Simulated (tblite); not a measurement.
# CoN2H4 (SMILES [NH2][Co][NH2]): GFN2-xTB

We compute energy and forces of CoN2H4. The job is set up through a Python script.

The calculation is run with tblite 0.8.0.

7 further runs of the same task are left out: 7 set aside as unsound or not needed.

## 1. The structure to begin with

CoN2H4: 7 atoms, total charge 0, spin state quartet. As SMILES, `[NH2][Co][NH2]`. The shape comes from GFN2-xTB, which is rough for such elements, and wasn't checked as a minimum. This is one conformer, not always the lowest.

Bond lengths: Co1–N2 1.763 Å, Co1–N5 1.762 Å, N2–H3 1.014 Å, N2–H4 1.015 Å, N5–H6 1.015 Å, N5–H7 1.015 Å. Angles: N2–Co1–N5 179.9°, Co1–N2–H3 126.9°, Co1–N2–H4 127.5°, Co1–N5–H6 127.2°, Co1–N5–H7 127.3°, H3–N2–H4 105.6°, H6–N5–H7 105.5°.

## 2. Energy and forces at GFN2-xTB

xtb_job.py reads:

```python
"""GFN2-xTB energy and gradient"""
import json
import numpy as np
from tblite.interface import Calculator

symbols = ["Co", "N", "H", "H", "N", "H", "H"]
numbers = np.array([27, 7, 1, 1, 7, 1, 1])
positions = np.array([  # bohr
    [0.006727, -0.004044, 0.000567],
    [0.009997, -0.033429, 3.331247],
    [0.109699, 1.486421, 4.494940],
    [-0.111380, -1.560309, 4.484339],
    [-0.003685, 0.028119, -3.329792],
    [1.516751, -0.066235, -4.493958],
    [-1.528108, 0.149458, -4.487344],
])

calculator = Calculator("GFN2-xTB", numbers, positions, charge=0, uhf=3)
calculator.set("verbosity", 0)
calculator.set("accuracy", 0.1)
res = calculator.singlepoint()

print(f"Energy: {res.get('energy') * 2625.4996:.8f} kJ/mol")
eps = np.atleast_2d(res.get("orbital-energies")) * 27.211386
occ = np.atleast_2d(res.get("orbital-occupations"))
filled = occ.sum(axis=0) if eps.shape[0] == 1 else occ[0]
homo = np.nonzero(filled > 0.5)[0].max()
print(f"HOMO {eps[0, homo]:.4f} eV")
if homo + 1 < eps.shape[1]:
    print(f"LUMO {eps[0, homo + 1]:.4f} eV, gap {eps[0, homo + 1] - eps[0, homo]:.4f} eV")
mu = res.get("dipole") * 2.541746
print(f"dipole: {np.linalg.norm(mu):.4f} D, components " + " ".join(f"{c:.4f}" for c in mu))
q = res.get("charges")
g = res.get("gradient")
print("atom     charge      dE/dx        dE/dy        dE/dz   (Eh/bohr)")
for i, s in enumerate(symbols):
    print(f"{s:<2}{i + 1:<3} {q[i]:9.4f} {g[i, 0]:12.7f} {g[i, 1]:12.7f} {g[i, 2]:12.7f}")
print(f"gradient norm {np.linalg.norm(g):.6f} Eh/bohr")
out = {k: np.asarray(res.get(k)).tolist() for k in ("energy", "gradient", "charges", "dipole", "orbital-energies", "orbital-occupations")}
out.update(symbols=symbols, positions=(positions * 0.529177210903).tolist())
json.dump(out, open("results.json", "w"))
```

Launch:

```console
$ python xtb_job.py
```

What values should one expect? Wanted: total energy; dipole moment; HOMO energy; LUMO energy; largest force on an atom.

Computed results:

Level: GFN2-xTB.

| quantity | value |
| --- | --- |
| total energy | -11.41233 Eh |
| dipole moment | 0.02 D |
| HOMO energy (as the program lists it) | -8.80 eV |
| LUMO energy (as the program lists it) | -0.12 eV |
| largest force on an atom | 0.020 eV/Å |

In words: Mulliken charges run from -0.41 on N2 to +0.22 on Co1.
